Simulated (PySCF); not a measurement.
**Ways to converge the SCF of Sb2**

Aim: find out which solver settings change the answer for Sb2.

The runs use PySCF 2.14.0; method and basis as typed in the scripts.

1 further run of the same task is left out (it didn't finish).

### Step 1. Starting geometry

Sb2: 2 atoms, charge 0, spin multiplicity 1.

Bond lengths: Sb1–Sb2 2.730 Å.

### Step 2. The base run

File input.py:

```python
from pyscf import gto, scf

mol = gto.M(
    atom='Sb 0 0 0; Sb 0 0 2.73',
    basis='sbkjc',
    ecp={'Sb': 'sbkjc'},
    charge=0,
    spin=0,
    verbose=4,
)
mf = scf.RHF(mol)
mf.kernel()
mf.mulliken_pop()
mf.dip_moment()
print('orbital energies (hartree):', mf.mo_energy[..., max(0, mol.nelec[1]-3):mol.nelec[0]+3].round(4))
```

Started as:

```bash
OMP_NUM_THREADS=1 python input.py
```

Its log is not repeated here.

In short: E(SCF) = -10.537635 Eh, 6 cycles, μ = 0.00 D.

The bond length is a typed value, not an optimised one.

### Step 3. Damping 0.8

Variant 1 changes damping: none → 0.8.

File input.py:

```python
from pyscf import gto, scf

mol = gto.M(
    atom='Sb 0 0 0; Sb 0 0 2.73',
    basis='sbkjc',
    ecp={'Sb': 'sbkjc'},
    charge=0,
    spin=0,
    verbose=4,
)
mf = scf.RHF(mol)
mf.damp = 0.8
mf.diis_start_cycle = 8
mf.kernel()
mf.mulliken_pop()
mf.dip_moment()
print('orbital energies (hartree):', mf.mo_energy[..., max(0, mol.nelec[1]-3):mol.nelec[0]+3].round(4))
```

Started as:

```bash
OMP_NUM_THREADS=1 python input.py
```

### Step 4. DIIS space 2

Variant 2 changes DIIS space: default → 2.

Edit input.py of step 2 so:

```diff
@@ -11,2 +11,3 @@
 mf = scf.RHF(mol)
+mf.diis_space = 2
 mf.kernel()
```

### Step 5. Point-group symmetry on

Variant 3 changes point-group symmetry: off → on.

Edit input.py of step 2 so:

```diff
@@ -8,2 +8,3 @@
     spin=0,
+    symmetry=True,
     verbose=4,
```

### Step 6. Smearing width 0.05 hartree

Variant 4 changes smearing width: none → 0.05 hartree.

Edit input.py of step 2 so:

```diff
@@ -11,2 +11,3 @@
 mf = scf.RHF(mol)
+mf = scf.addons.smearing_(mf, sigma=0.05, method='fermi')
 mf.kernel()
```

Before running it: what results should come out? Wanted: for each run, E(SCF); from base; gap.

As calculated:

| run | E(SCF) (hartree) | from base (eV) | cycles | gap (eV) |
| --- | --- | --- | --- | --- |
| base | -10.537635 | 0 | 6 | 6.69 |
| damping 0.8 | -10.537635 | 0.0000 | 12 | 6.69 |
| DIIS space 2 | -10.537635 | 0.0000 | 7 | 6.69 |
| point-group symmetry on | -10.537635 | 0.0000 | 6 | 6.69 |
| smearing width 0.05 hartree | -10.420365 | +3.1911 | 15 | n/a |

Distance from each run's final energy (log10 hartree) by cycle:

| run | cycle 1 | cycle 2 | cycle 3 | cycle 5 | cycle 8 | cycle 12 |
| --- | --- | --- | --- | --- | --- | --- |
| base | -2.6 | -3.9 | -5.3 | -9.2 | done | done |
| damping 0.8 | -2.6 | -2.8 | -2.9 | -3.3 | -4.7 | < -11 |
| DIIS space 2 | -2.6 | -3.9 | -5.3 | -8.6 | done | done |
| point-group symmetry on | -2.6 | -3.9 | -5.3 | -9.2 | done | done |
| smearing width 0.05 hartree | -0.8 | -1.3 | -1.6 | -3.4 | -6.8 | -9.7 |

With damping 0.8 or DIIS space 2 or point-group symmetry on the SCF ends at the base energy. The base needs 6 cycles and the run with damping 0.8 needs 12.
